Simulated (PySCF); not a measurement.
# A gas-phase reaction: H4O3Si + H2S → H4O2SSi + H2O

Wanted: the reaction energy for `O[SiH](O)O` + `S` → `O[SiH](O)S` + `O`.

Programs: PySCF 2.14.0. All values are calculated, for the isolated system unless a continuum is named. Atoms count from 0, parts from 1.

### Step 1. Starting point

Each species was relaxed by itself at PBE0-D3(BJ)/def2-SVPD.

### Step 2. Energies of the species: wB97M-D3(BJ)/def2-TZVPD

What the job is given:

```
{"job": {"kind": "react", "xc": "wB97M-D3(BJ)", "basis": "def2-TZVPD"}, "charge": 0, "multiplicity": 1}
-1 H4O3Si charge 0 multiplicity 1
O     -1.236190    -1.007810     0.025860
Si     0.064150    -0.009700     0.261020
O     -0.326590     1.506470    -0.278130
O      1.336590    -0.576190    -0.634590
H     -1.096110    -1.955970    -0.010580
H      0.425420     0.032790     1.699380
H     -1.199350     1.857890    -0.091760
H      2.045440     0.025520    -0.870100

-1 H2S charge 0 multiplicity 1
S     -0.005860     0.615380     0.007580
H     -0.981760    -0.317260    -0.007230
H      0.968020    -0.319390    -0.006320

+1 H4O2SSi charge 0 multiplicity 1
O      1.416490    -0.389570    -0.818870
Si     0.200820     0.292260     0.086860
O     -0.718600     1.240410    -0.907380
S     -0.868780    -1.367690     0.938830
H      1.938380    -1.095350    -0.430180
H      0.683800     1.210560     1.143140
H     -1.169830     0.821450    -1.644970
H     -1.579880    -0.598670     1.794660

+1 H2O charge 0 multiplicity 1
O      0.000460     0.389300     0.008610
H     -0.763120    -0.193730    -0.004460
H      0.762680    -0.195540    -0.004160
```

Level: wB97M-D3(BJ)/def2-TZVPD reaction energy of separated species, gas phase.

On the command line:

```console
OMP_NUM_THREADS=1 python cluster_run.py task.json out
```

The driver reads the jobs from task.json and runs them one after another.

What it wrote:

```text
species 1 (H4O3Si)
coarse grid: 31840 points
cycle   1  E = -517.7294964638  dE =  3.967e-01  |g| = 1.055e+00  |ddm| = 2.085e+00
cycle   2  E = -517.7121051669  dE =  1.739e-02  |g| = 1.162e+00  |ddm| = 1.278e+00
cycle   3  E = -517.9288775919  dE = -2.168e-01  |g| = 4.118e-02  |ddm| = 6.225e-01
cycle   4  E = -517.9292980665  dE = -4.205e-04  |g| = 9.113e-03  |ddm| = 5.217e-02
cycle   5  E = -517.9293285075  dE = -3.044e-05  |g| = 1.364e-03  |ddm| = 1.601e-02
cycle   6  E = -517.9293294531  dE = -9.456e-07  |g| = 4.515e-04  |ddm| = 3.565e-03
final grid: 67040 points
cycle   7  E = -517.9292662695  dE = -1.356e-07  |g| = 3.537e-04  |ddm| = 2.968e-03
cycle   8  E = -517.9292662754  dE = -5.939e-09  |g| = 3.425e-04  |ddm| = 5.007e-04
cycle   9  E = -517.9292662934  dE = -1.794e-08  |g| = 4.706e-05  |ddm| = 1.769e-04
cycle  10  E = -517.9292662939  dE = -5.572e-10  |g| = 1.294e-05  |ddm| = 4.970e-05
converged SCF energy = -517.9292662939

species 2 (H2S)
coarse grid: 11264 points
cycle   1  E = -399.4336014550  dE = -1.424e-01  |g| = 1.945e-01  |ddm| = 1.016e+00
cycle   2  E = -399.4459454763  dE = -1.234e-02  |g| = 1.106e-01  |ddm| = 2.399e-01
cycle   3  E = -399.4491447668  dE = -3.199e-03  |g| = 1.578e-02  |ddm| = 9.278e-02
cycle   4  E = -399.4492191080  dE = -7.434e-05  |g| = 4.851e-03  |ddm| = 1.790e-02
cycle   5  E = -399.4492313450  dE = -1.224e-05  |g| = 9.336e-04  |ddm| = 7.536e-03
cycle   6  E = -399.4492320762  dE = -7.312e-07  |g| = 1.776e-04  |ddm| = 2.124e-03
final grid: 22496 points
cycle   7  E = -399.4492197347  dE = -2.325e-08  |g| = 1.134e-04  |ddm| = 6.067e-04
cycle   8  E = -399.4492197376  dE = -2.976e-09  |g| = 6.804e-05  |ddm| = 1.498e-04
cycle   9  E = -399.4492197384  dE = -7.677e-10  |g| = 8.738e-06  |ddm| = 5.990e-05
converged SCF energy = -399.4492197384

species 3 (H4O2SSi)
coarse grid: 32976 points
cycle   1  E = -840.7258834131  dE =  3.324e-01  |g| = 9.100e-01  |ddm| = 2.131e+00
cycle   2  E = -840.7075714550  dE =  1.831e-02  |g| = 1.033e+00  |ddm| = 1.126e+00
cycle   3  E = -840.8832621711  dE = -1.757e-01  |g| = 5.637e-02  |ddm| = 5.732e-01
cycle   4  E = -840.8840238631  dE = -7.617e-04  |g| = 2.237e-02  |ddm| = 7.616e-02
cycle   5  E = -840.8841504347  dE = -1.266e-04  |g| = 5.560e-03  |ddm| = 2.604e-02
cycle   6  E = -840.8841600949  dE = -9.660e-06  |g| = 1.524e-03  |ddm| = 8.698e-03
final grid: 67576 points
cycle   7  E = -840.8841203810  dE = -5.837e-07  |g| = 1.524e-03  |ddm| = 3.278e-03
cycle   8  E = -840.8841203245  dE =  5.651e-08  |g| = 1.780e-03  |ddm| = 1.649e-03
cycle   9  E = -840.8841208294  dE = -5.050e-07  |g| = 8.546e-05  |ddm| = 8.187e-04
cycle  10  E = -840.8841208365  dE = -7.058e-09  |g| = 4.009e-05  |ddm| = 2.140e-04
cycle  11  E = -840.8841208372  dE = -7.458e-10  |g| = 5.316e-06  |ddm| = 7.311e-05
converged SCF energy = -840.8841208372

species 4 (H2O)
coarse grid: 10128 points
cycle   1  E = -76.4117501267  dE = -7.453e-02  |g| = 5.872e-01  |ddm| = 8.994e-01
cycle   2  E = -76.4087431078  dE =  3.007e-03  |g| = 6.461e-01  |ddm| = 5.038e-01
cycle   3  E = -76.4759335970  dE = -6.719e-02  |g| = 2.731e-02  |ddm| = 2.374e-01
cycle   4  E = -76.4760587995  dE = -1.252e-04  |g| = 5.497e-03  |ddm| = 1.609e-02
cycle   5  E = -76.4760674762  dE = -8.677e-06  |g| = 8.214e-04  |ddm| = 5.831e-03
final grid: 21952 points
cycle   6  E = -76.4760630177  dE = -1.975e-07  |g| = 5.843e-04  |ddm| = 1.373e-03
cycle   7  E = -76.4760630246  dE = -6.844e-09  |g| = 6.465e-04  |ddm| = 6.469e-04
cycle   8  E = -76.4760630882  dE = -6.362e-08  |g| = 3.199e-05  |ddm| = 2.236e-04
cycle   9  E = -76.4760630890  dE = -8.228e-10  |g| = 4.134e-06  |ddm| = 1.105e-04
converged SCF energy = -76.4760630890

Reaction energy = 10.946 kcal/mol
```

Run time: 49 s. Hardware: 1 thread of Arm Neoverse N1, shared host; peak memory 0.72 GiB.

Species by species (with the dispersion term, which the log's SCF energies lack):

| ν | species | energy (Eh) | HOMO (eV) |
| --- | --- | --- | --- |
| -1 | O[SiH](O)O | -517.93576 | -11.35 |
| -1 | S | -399.45056 | -9.89 |
| +1 | O[SiH](O)S | -840.89206 | -10.02 |
| +1 | O | -76.47682 | -11.72 |

### Step 3. Energies of the species: PBE0-D3(BJ)/def2-TZVPD

Settings changed since step 2:

```diff
@@ -1,2 +1,2 @@
-{"job": {"kind": "react", "xc": "wB97M-D3(BJ)", "basis": "def2-TZVPD"}, "charge": 0, "multiplicity": 1}
+{"job": {"kind": "react", "xc": "PBE0", "basis": "def2-TZVPD", "disp": "d3bj"}, "charge": 0, "multiplicity": 1}
 -1 H4O3Si charge 0 multiplicity 1
```

With the program's defaults for keys left out, this is: PBE0-D3(BJ)/def2-TZVPD reaction energy of separated species, gas phase.

What it wrote:

```text
species 1 (H4O3Si)
coarse grid: 7368 points
cycle   1  E = -517.2517627558  dE =  4.782e-01  |g| = 1.150e+00  |ddm| = 2.167e+00
cycle   2  E = -516.9087736129  dE =  3.430e-01  |g| = 1.785e+00  |ddm| = 1.736e+00
cycle   3  E = -517.4783574611  dE = -5.696e-01  |g| = 6.467e-02  |ddm| = 1.105e+00
cycle   4  E = -517.4792200901  dE = -8.626e-04  |g| = 1.192e-02  |ddm| = 5.412e-02
cycle   5  E = -517.4792476947  dE = -2.760e-05  |g| = 2.839e-03  |ddm| = 1.167e-02
cycle   6  E = -517.4792493443  dE = -1.650e-06  |g| = 6.915e-04  |ddm| = 2.886e-03
final grid: 67040 points
cycle   7  E = -517.4778058905  dE = -3.081e-05  |g| = 6.023e-03  |ddm| = 2.312e-02
cycle   8  E = -517.4777993002  dE =  6.590e-06  |g| = 8.574e-03  |ddm| = 7.370e-03
cycle   9  E = -517.4778114180  dE = -1.212e-05  |g| = 3.462e-04  |ddm| = 4.594e-03
cycle  10  E = -517.4778114361  dE = -1.816e-08  |g| = 1.060e-04  |ddm| = 2.353e-04
cycle  11  E = -517.4778114379  dE = -1.797e-09  |g| = 4.549e-05  |ddm| = 8.523e-05
cycle  12  E = -517.4778114382  dE = -3.196e-10  |g| = 1.184e-05  |ddm| = 2.709e-05
converged SCF energy = -517.4778114382

species 2 (H2S)
coarse grid: 2864 points
cycle   1  E = -399.2518634201  dE = -9.250e-02  |g| = 1.630e-01  |ddm| = 1.023e+00
cycle   2  E = -399.2538577220  dE = -1.994e-03  |g| = 1.600e-01  |ddm| = 2.978e-01
cycle   3  E = -399.2614718552  dE = -7.614e-03  |g| = 1.497e-02  |ddm| = 1.477e-01
cycle   4  E = -399.2614864670  dE = -1.461e-05  |g| = 1.103e-03  |ddm| = 5.881e-03
cycle   5  E = -399.2614868474  dE = -3.804e-07  |g| = 6.136e-04  |ddm| = 1.717e-03
final grid: 22496 points
cycle   6  E = -399.2625175914  dE = -7.084e-06  |g| = 4.896e-03  |ddm| = 1.692e-02
cycle   7  E = -399.2625182240  dE = -6.326e-07  |g| = 3.960e-03  |ddm| = 6.697e-03
cycle   8  E = -399.2625211558  dE = -2.932e-06  |g| = 2.911e-04  |ddm| = 3.504e-03
cycle   9  E = -399.2625211835  dE = -2.777e-08  |g| = 3.582e-05  |ddm| = 2.357e-04
cycle  10  E = -399.2625211839  dE = -3.624e-10  |g| = 6.381e-06  |ddm| = 2.919e-05
converged SCF energy = -399.2625211839

species 3 (H4O2SSi)
coarse grid: 7904 points
cycle   1  E = -840.1772402395  dE =  3.905e-01  |g| = 9.708e-01  |ddm| = 2.197e+00
cycle   2  E = -839.8868670892  dE =  2.904e-01  |g| = 1.581e+00  |ddm| = 1.505e+00
cycle   3  E = -840.3419961206  dE = -4.551e-01  |g| = 9.699e-02  |ddm| = 9.911e-01
cycle   4  E = -840.3439319453  dE = -1.936e-03  |g| = 4.463e-02  |ddm| = 1.226e-01
cycle   5  E = -840.3443795387  dE = -4.476e-04  |g| = 7.400e-03  |ddm| = 4.472e-02
cycle   6  E = -840.3443892787  dE = -9.740e-06  |g| = 3.361e-03  |ddm| = 7.233e-03
cycle   7  E = -840.3443913968  dE = -2.118e-06  |g| = 8.930e-04  |ddm| = 2.267e-03
final grid: 67576 points
cycle   8  E = -840.3446614395  dE = -2.805e-05  |g| = 6.976e-03  |ddm| = 3.610e-02
cycle   9  E = -840.3446561035  dE =  5.336e-06  |g| = 8.626e-03  |ddm| = 9.877e-03
cycle  10  E = -840.3446684091  dE = -1.231e-05  |g| = 1.268e-03  |ddm| = 5.498e-03
cycle  11  E = -840.3446686709  dE = -2.618e-07  |g| = 2.013e-04  |ddm| = 9.585e-04
cycle  12  E = -840.3446686813  dE = -1.038e-08  |g| = 6.224e-05  |ddm| = 2.368e-04
cycle  13  E = -840.3446686823  dE = -9.989e-10  |g| = 1.690e-05  |ddm| = 5.461e-05
converged SCF energy = -840.3446686823

species 4 (H2O)
coarse grid: 2328 points
cycle   1  E = -76.3044321805  dE = -5.298e-03  |g| = 6.571e-01  |ddm| = 9.011e-01
cycle   2  E = -76.1882128853  dE =  1.162e-01  |g| = 1.036e+00  |ddm| = 7.256e-01
cycle   3  E = -76.3820322430  dE = -1.938e-01  |g| = 3.132e-02  |ddm| = 4.396e-01
cycle   4  E = -76.3822145449  dE = -1.823e-04  |g| = 5.864e-03  |ddm| = 1.606e-02
cycle   5  E = -76.3822196838  dE = -5.139e-06  |g| = 7.850e-04  |ddm| = 2.507e-03
final grid: 21952 points
cycle   6  E = -76.3808944433  dE = -1.509e-05  |g| = 3.447e-03  |ddm| = 9.318e-03
cycle   7  E = -76.3808924798  dE =  1.964e-06  |g| = 4.750e-03  |ddm| = 3.319e-03
cycle   8  E = -76.3808961921  dE = -3.712e-06  |g| = 2.519e-04  |ddm| = 1.964e-03
cycle   9  E = -76.3808962027  dE = -1.062e-08  |g| = 2.400e-05  |ddm| = 1.101e-04
cycle  10  E = -76.3808962028  dE = -1.119e-10  |g| = 3.291e-06  |ddm| = 1.516e-05
converged SCF energy = -76.3808962028

Reaction energy = 8.521 kcal/mol
```

Run time: 27 s. Hardware: 1 thread of Arm Neoverse N1, shared host; peak memory 0.63 GiB.

Reaction energy at this level: 8.52 kcal/mol.

### Step 4. Side by side

Energies in kcal/mol, with wall time:

| run | reaction | time |
| --- | --- | --- |
| wB97M-D3(BJ)/def2-TZVPD | 10.95 | 49 s |
| PBE0-D3(BJ)/def2-TZVPD | 8.52 | 27 s |

### Step 5. Results

| quantity | value |
| --- | --- |
| reaction energy (wB97M-D3(BJ)/def2-TZVPD) | 10.95 kcal/mol |
| ΔH, ΔG at 298 K (xTB thermal terms) | +12.2, +11.3 kcal/mol |
| range of the reaction energy over the runs of this table | 8.52 to 10.95 kcal/mol |

What this shows: The reaction is endothermic by 12.2 kcal/mol in the gas phase; dispersion gives -0.54, and xTB itself gave 20.23 for the electronic energy (xTB energies and thermal terms come from the earlier relaxation of each species, not shown). No barrier was sought. The reaction energy runs from 8.52 (PBE0-D3(BJ)/def2-TZVPD) to 10.95 kcal/mol (wB97M-D3(BJ)/def2-TZVPD).
